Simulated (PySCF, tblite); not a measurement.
# C₇H₉O radical: geometry, infrared bands and EPR parameters

Wanted: the infrared bands and EPR parameters of C₇H₉O radical (`C=C[C@H](C)/C=[C]\C=O`), by calculation.

Programs: tblite 0.8.0 and PySCF 2.14.0, with density-fitted response routines of our own. Each step states its level of theory. These are calculated values for one molecule in the gas phase, unless marked as measured. Atoms count from 0, in the outputs and in this text.

## 1. Starting geometry

17 atoms, charge 0, multiplicity 2; geometry from: force field or distance geometry start.

Bonds of the start (Å): C0–C1 1.34, C1–C2 1.52, C2–C3 1.54, C2–C4 1.50, C4–C5 1.30, C5–C6 1.44, C6–O7 1.23, C0–H8 1.09, C0–H9 1.09, C1–H10 1.08, C2–H11 1.10, C3–H12 1.08, C3–H13 1.10, C3–H14 1.10, C4–H15 1.08, C6–H16 1.10.

## 2. Optimising the geometry with GFN2-xTB

The job: settings as JSON, then the geometry in Å.

```
{"job": {"kind": "relax", "xc": "GFN2-xTB", "basis": "xTB"}, "charge": 0, "multiplicity": 2}
C     -1.905000    -1.604400    -0.572900
C     -1.309300    -0.419900    -0.779300
C     -0.436200     0.266800     0.262600
C     -1.013700     1.662800     0.567200
C      0.972400     0.384700    -0.228700
C      2.001000    -0.158300     0.343500
C      3.135800    -0.759900     1.003900
O      3.404400    -0.482400     2.172900
H     -2.516400    -2.053700    -1.350500
H     -1.825700    -2.143800     0.369300
H     -1.436200     0.071900    -1.730700
H     -0.456900    -0.313100     1.193900
H     -1.040700     2.300400    -0.301600
H     -0.405000     2.159000     1.336100
H     -2.040000     1.588000     0.961500
H      1.141000     0.982400    -1.117300
H      3.723500    -1.468400     0.406400
```

Command:

```bash
$ OMP_NUM_THREADS=1 python probes_run.py task.json out
```

One launch serves the whole session: the jobs run in the order shown.

What it wrote:

```text
step      E/eV     max force
  0    -638.82683    2.266
  1    -638.93624    0.882
  2    -638.95754    0.542
  3    -638.96848    0.380
  4    -638.98105    0.341
  5    -638.98693    0.433
  6    -638.99411    0.280
  7    -639.00134    0.288
  8    -639.00888    0.291
  9    -639.01496    0.218
 10    -639.01915    0.192
 11    -639.02208    0.154
 12    -639.02502    0.180
 13    -639.02840    0.175
 14    -639.03191    0.141
 15    -639.03514    0.152
 16    -639.03884    0.182
 17    -639.04245    0.156
 18    -639.04542    0.138
 19    -639.04774    0.123
 20    -639.04998    0.112
 21    -639.05243    0.124
 22    -639.05479    0.132
 23    -639.05673    0.130
 24    -639.05842    0.113
 25    -639.05965    0.157
 26    -639.06091    0.086
 27    -639.06191    0.063
 28    -639.06332    0.074
 29    -639.06407    0.087
 30    -639.06545    0.085
 31    -639.06619    0.070
 32    -639.06679    0.055
 33    -639.06736    0.055
 34    -639.06791    0.053
 35    -639.06833    0.045
 36    -639.06861    0.046
 37    -639.06886    0.043
 38    -639.06913    0.042
 39    -639.06934    0.027
 40    -639.06944    0.023
 41    -639.06951    0.019
 42    -639.06958    0.025
 43    -639.06966    0.023
 44    -639.06971    0.019
 45    -639.06974    0.019
 46    -639.06977    0.014
 47    -639.06980    0.014
 48    -639.06983    0.014
 49    -639.06985    0.014
 50    -639.06988    0.014
 51    -639.06992    0.021
 52    -639.07001    0.031
 53    -639.07014    0.039
 54    -639.07032    0.036
 55    -639.07050    0.034
 56    -639.07066    0.034
 57    -639.07082    0.034
 58    -639.07097    0.033
 59    -639.07111    0.025
 60    -639.07121    0.029
 61    -639.07132    0.029
 62    -639.07141    0.024
 63    -639.07147    0.019
 64    -639.07153    0.021
 65    -639.07161    0.030
 66    -639.07171    0.034
 67    -639.07182    0.028
 68    -639.07191    0.024
 69    -639.07201    0.024
 70    -639.07213    0.037
 71    -639.07225    0.036
 72    -639.07234    0.020
 73    -639.07237    0.015
 74    -639.07239    0.012
 75    -639.07240    0.011
 76    -639.07242    0.008
```

Run time: 0.44 s. Hardware: 1 thread of Arm Neoverse V1, shared host.

Step by step: (not every step is listed)

```csv
step,energy from step 0 (eV),largest force (eV/Å)
0,0.0000,2.2657
1,-0.1094,0.8821
2,-0.1307,0.5418
3,-0.1417,0.3796
4,-0.1542,0.3411
5,-0.1601,0.4329
6,-0.1673,0.2801
7,-0.1745,0.2883
8,-0.1821,0.2911
14,-0.2051,0.1405
20,-0.2232,0.1115
26,-0.2341,0.0859
32,-0.2400,0.0546
38,-0.2423,0.0419
44,-0.2429,0.0186
50,-0.2431,0.0144
56,-0.2438,0.0345
62,-0.2446,0.0238
68,-0.2451,0.0237
71,-0.2454,0.0356
72,-0.2455,0.0204
73,-0.2455,0.0153
74,-0.2456,0.0121
75,-0.2456,0.0107
76,-0.2456,0.0083
```

Close pairs (by a distance rule), those that changed most:

```csv
bond,before (Å),after (Å),change (Å)
C5–C6,1.444,1.384,-0.060
C2–C4,1.496,1.530,+0.034
C1–C2,1.523,1.495,-0.027
C0–C1,1.342,1.321,-0.021
C4–C5,1.296,1.282,-0.015
C3–H14,1.102,1.088,-0.014
C2–C3,1.541,1.528,-0.013
C6–H16,1.097,1.110,+0.013
```

The final coordinates are the input of the step that follows.

## 3. Vibrational analysis with GFN2-xTB

The job: settings as JSON, then the geometry in Å.

```
{"job": {"kind": "ir", "xc": "GFN2-xTB", "basis": "xTB"}, "charge": 0, "multiplicity": 2}
C     -1.776758    -1.624251    -0.615956
C     -1.272919    -0.411355    -0.755460
C     -0.448759     0.279456     0.283787
C     -0.999728     1.666580     0.610626
C      0.972453     0.431637    -0.263400
C      2.010277    -0.097122     0.271587
C      2.972120    -0.753032     1.020162
O      3.598488    -0.279759     1.964908
H     -2.373189    -2.085371    -1.384365
H     -1.617880    -2.204374     0.278111
H     -1.438557     0.151737    -1.665014
H     -0.409334    -0.325900     1.192640
H     -1.046090     2.285215    -0.283440
H     -0.366577     2.159862     1.344346
H     -2.003227     1.575055     1.021391
H      1.029172     1.035357    -1.162144
H      3.163509    -1.791706     0.678544
```

What it wrote:

```text
mode    cm-1     km/mol
  1      29.3      2.09
  2      59.0      1.87
  3      74.0      2.21
  4     130.8     10.63
  5     175.2      4.63
  6     216.3      0.03
  7     277.1      0.48
  8     283.9      0.41
  9     336.0      1.27
 10     406.4      3.45
 11     481.1      0.95
 12     626.0     10.26
 13     648.2     12.20
 14     761.4     20.09
 15     838.6      7.13
 16     860.2      2.27
 17     898.5     16.71
 18     907.3      0.37
 19     982.0      5.89
 20    1007.7     10.80
 21    1016.8     13.82
 22    1076.4     49.86
 23    1088.0      0.43
 24    1153.6      0.88
 25    1187.1      1.11
 26    1259.9     11.91
 27    1275.8      6.66
 28    1304.5      1.21
 29    1348.4     16.41
 30    1403.8      2.76
 31    1412.1      0.37
 32    1487.9      3.53
 33    1491.5      4.87
 34    1561.2    321.28
 35    1698.7      2.29
 36    1928.6      6.41
 37    2724.0    117.88
 38    2966.7     16.70
 39    2988.6      5.24
 40    3030.8     27.90
 41    3033.0     19.98
 42    3043.0     17.33
 43    3055.9     38.39
 44    3103.0     15.91
 45    3130.3     41.67
```

Wall time 0.52 s (1 thread of Arm Neoverse V1, shared host).

Which atoms move in the most intense modes:

```csv
cm⁻¹,km/mol,atoms
761,20.1,"H15 59 %, C4 28 %"
1076,49.9,"C4 25 %, H11 18 %, C2 18 %, H14 11 %"
1561,321.3,"C6 59 %, O7 39 %"
2724,117.9,H16 94 %
3031,27.9,"H12 61 %, H14 29 %"
3033,20.0,"H14 60 %, H12 29 %"
3056,38.4,H10 90 %
3130,41.7,"H8 61 %, H9 28 %"
```

## 4. g tensor and hyperfine couplings: B3LYP/pcH-1

The job, as its differences from that of step 3:

```diff
@@ -1,2 +1,2 @@
-{"job": {"kind": "ir", "xc": "GFN2-xTB", "basis": "xTB"}, "charge": 0, "multiplicity": 2}
+{"job": {"kind": "epr", "basis": "pcH-1"}, "charge": 0, "multiplicity": 2}
 C     -1.776758    -1.624251    -0.615956
```

With the program's defaults for keys left out, this is: UKS B3LYP, pcH-1 on C H O, non-relativistic, mean-field spin-orbit, GIAO.

What it wrote:

```text
UKS, coarse grid
  cycle   1  E = -347.11438193  |g| = 6.35e-01
  cycle   2  E = -345.73320680  |g| = 1.77e+00
  cycle   3  E = -347.23783002  |g| = 2.87e-01
  cycle   4  E = -347.28282563  |g| = 1.01e-01
  cycle   5  E = -347.28750483  |g| = 4.33e-02
  cycle   6  E = -347.28826483  |g| = 2.33e-02
  cycle   7  E = -347.28862207  |g| = 9.66e-03
  cycle   8  E = -347.28871009  |g| = 4.43e-03
  cycle   9  E = -347.28872971  |g| = 1.60e-03
  cycle  10  E = -347.28873265  |g| = 1.10e-03
  cycle  11  E = -347.28873396  |g| = 4.07e-04
UKS, final grid
  cycle   1  E = -347.28875645  |g| = 6.21e-04
  cycle   2  E = -347.28875615  |g| = 1.07e-03
  cycle   3  E = -347.28875668  |g| = 8.91e-05
  cycle   4  E = -347.28875669  |g| = 7.35e-05
  cycle   5  E = -347.28875670  |g| = 4.91e-05
  cycle   6  E = -347.28875670  |g| = 1.21e-05
E = -347.28875670 Eh   <S^2> = 0.7675 (exact 0.7500)
g shifts (ppm)      1          2          3
  rmc          -208       -208       -208
  gc             -7         38         39
  oz_so         -28       2297       7475
  total        -243       2127       7305
hyperfine (MHz)  atom isotope    a_iso     a_fc   dipolar eigenvalues
    0   13C       1.37       1.37     -1.40     -0.86      2.26
    1   13C      -3.70      -3.70     -1.49      0.05      1.44
    2   13C      56.91      56.91     -7.37     -6.62     13.99
    3   13C      -3.62      -3.62     -0.55     -0.50      1.05
    4   13C     -43.49     -43.49    -12.07      3.62      8.45
    5   13C      62.00      62.00    -61.09    -46.95    108.03
    6   13C     -38.06     -38.06    -13.06      2.42     10.64
    7   17O     -25.79     -25.79   -118.01     58.57     59.44
    8    1H      -0.20      -0.20     -0.99     -0.46      1.45
    9    1H      -0.31      -0.31     -1.05     -0.13      1.18
   10    1H       1.11       1.11     -1.09     -0.70      1.79
   11    1H      -4.70      -4.70     -5.52     -0.68      6.20
   12    1H      -0.03      -0.03     -1.20     -0.67      1.87
   13    1H       1.51       1.51     -1.44     -1.00      2.44
   14    1H       3.88       3.88     -0.96     -0.59      1.56
   15    1H     121.15     121.15     -4.09     -2.85      6.94
   16    1H       0.87       0.87     -5.61     -2.02      7.63
```

Run time: 87 s. Hardware: 1 thread of Arm Neoverse V1, shared host; peak memory 0.97 GiB.

Principal g values 2.00208, 2.00445, 2.00962; g(iso) = 2.00538, against 2.00232 for a free electron.

Hyperfine couplings; where a row names several nuclei, a(iso) is their mean (it holds for fast rotation or exchange) and the dipolar term the largest among them:

```csv
nuclei,isotope,a(iso) (MHz),"a(iso) (G, at g = 2.0023)",largest dipolar term (MHz)
H15,1H,121.2,43.2,6.9
C5,13C,62.0,22.1,108.0
C2,13C,56.9,20.3,14.0
C4,13C,-43.5,-15.5,-12.1
C6,13C,-38.1,-13.6,-13.1
O7,17O,-25.8,-9.2,-118.0
H11,1H,-4.7,-1.7,6.2
C1,13C,-3.7,-1.3,-1.5
C3,13C,-3.6,-1.3,1.1
"H12, H13, H14",1H,1.8,0.6,2.4
C0,13C,1.4,0.5,2.3
H10,1H,1.1,0.4,1.8
H16,1H,0.9,0.3,7.6
H9,1H,-0.3,-0.1,1.2
```

Mulliken spin populations:

C0 0.02; C1 -0.01; C2 0.06; C3 0.00; C4 -0.13; C5 0.74; C6 -0.11; O7 0.38; H8 0.00; H9 0.00; H10 0.00; H11 0.00; H12 0.00; H13 0.00; H14 0.00; H15 0.05; H16 0.00

In first order the couplings over 0.8 MHz of 1H give 56 distinct lines over 47.5 G, if the averaged nuclei exchange fast.

Orbitals, density, ELF and potential are computed afterwards from the orbital file.

ELF in a plane through or near 6 of the atoms.

Ten even steps from ' ' (0.00) to '@' (1.00):
```
                                                        
                                                        
                                                        
                        ..++==..                        
                        ==@@@@++::::                    
                        ::@@@@##++++::                  
          ....      ..    ==##..::**==::                
        ::++++    ..==::  ..++::::++==..                
      ::++%%%%::  --**++--==**@@**..                    
    ..==##**##====****==--**--..**--::....              
    ..==####%%--**%%**==..++==##%%****++--              
      ::--::==..==##++--  ..::==++##%%##==..            
          ::%%@@%%::....      --##******--..            
          **@@@@@@::        ..==++==--%%##::            
          ##@@@@@@::        ..++****@@@@@@++            
          ::**##==          ..--====%%@@@@**            
                                  ..==####..            
                                                        
                                                        
                                                        
```
The map spans 13.2 Å across and 10.0 Å up, centred on the molecule. Atoms in the plane (x, y in Å): C0 (1.8, -1.8), C2 (0.4, 0.3), C3 (0.9, 1.7), C6 (-3.1, -0.5), H8 (2.5, -2.4), H16 (-3.3, -1.6).

log10 of the density (e/Å³) in the same plane.

Values, 10 rows by 14 columns:
```
-4.0 -4.0 -4.0 -4.0 -4.0 -4.0 -4.0 -4.0 -4.0 -4.0 -4.0 -4.0 -4.0 -4.0
-4.0 -4.0 -4.0 -4.0 -4.0 -4.0 -3.3 -2.6 -2.7 -3.2 -4.0 -4.0 -4.0 -4.0
-4.0 -4.0 -4.0 -4.0 -4.0 -3.1 -1.8 -0.7 -0.9 -1.7 -2.7 -4.0 -4.0 -4.0
-4.0 -3.8 -2.4 -2.0 -2.3 -1.9 -1.5 -0.1  0.6 -0.8 -2.2 -3.9 -4.0 -4.0
-4.0 -2.3 -0.8 -0.2 -1.1 -0.7 -0.7  0.1 -0.2 -1.4 -2.3 -3.8 -4.0 -4.0
-4.0 -2.0 -0.5  0.4  0.2 -0.2 -0.6  0.1  0.1 -0.7 -1.7 -3.1 -4.0 -4.0
-4.0 -3.2 -1.8 -0.3 -0.3 -1.3 -1.7 -1.3  0.0  0.1 -1.1 -2.6 -4.0 -4.0
-4.0 -3.9 -2.6 -1.3 -1.4 -2.6 -2.9 -1.7 -0.3  0.1 -0.7 -2.5 -4.0 -4.0
-4.0 -4.0 -3.7 -3.0 -3.0 -3.8 -4.0 -2.6 -1.8 -1.4 -1.7 -3.1 -4.0 -4.0
-4.0 -4.0 -4.0 -4.0 -4.0 -4.0 -4.0 -4.0 -3.4 -3.2 -3.5 -4.0 -4.0 -4.0
```
The map spans 13.2 Å across and 10.0 Å up, centred on the molecule. Atoms in the plane (x, y in Å): C0 (1.8, -1.8), C2 (0.4, 0.3), C3 (0.9, 1.7), C6 (-3.1, -0.5), H8 (2.5, -2.4), H16 (-3.3, -1.6).

On the surface of density 0.002 e/bohr³ the electrostatic potential runs, from the 1st to the 99th percentile, from -1.75 V near O7 to 1.27 V near H15.

The spin density lies nearest to C5 47 %; O7 28 %; C6 7 % (beta excess).

## 5. Results

| quantity | value |
| --- | --- |
| strongest single infrared mode (GFN2-xTB) | 1561 cm⁻¹, 321 km/mol |
| zero-point energy (GFN2-xTB) | 84.0 kcal/mol |
| g(iso) (B3LYP) | 2.00538 |
| ⟨S²⟩ | 0.767 (exact 0.75) |
| largest a(iso) (averaged by class) | 1H on H15, 121.2 MHz |
| surface potential, 1st and 99th percentile | -1.75 V and 1.27 V |

In words: Relaxing lowered the energy by 0.246 eV in 76 steps; the close pair that moved most is C5–C6, from 1.444 to 1.384 Å. All 45 modes are real, so the xTB geometry is a minimum. The strongest single mode, at 1561 cm⁻¹, moves mainly C6 and O7. GFN2-xTB is a fitted tight-binding method: band positions and strengths are rough. Its intensities can rank the bands wrongly. The largest share of the spin, 0.74 e, sits on C5. The isotropic g lies 3.1 ppt above the free-electron value.
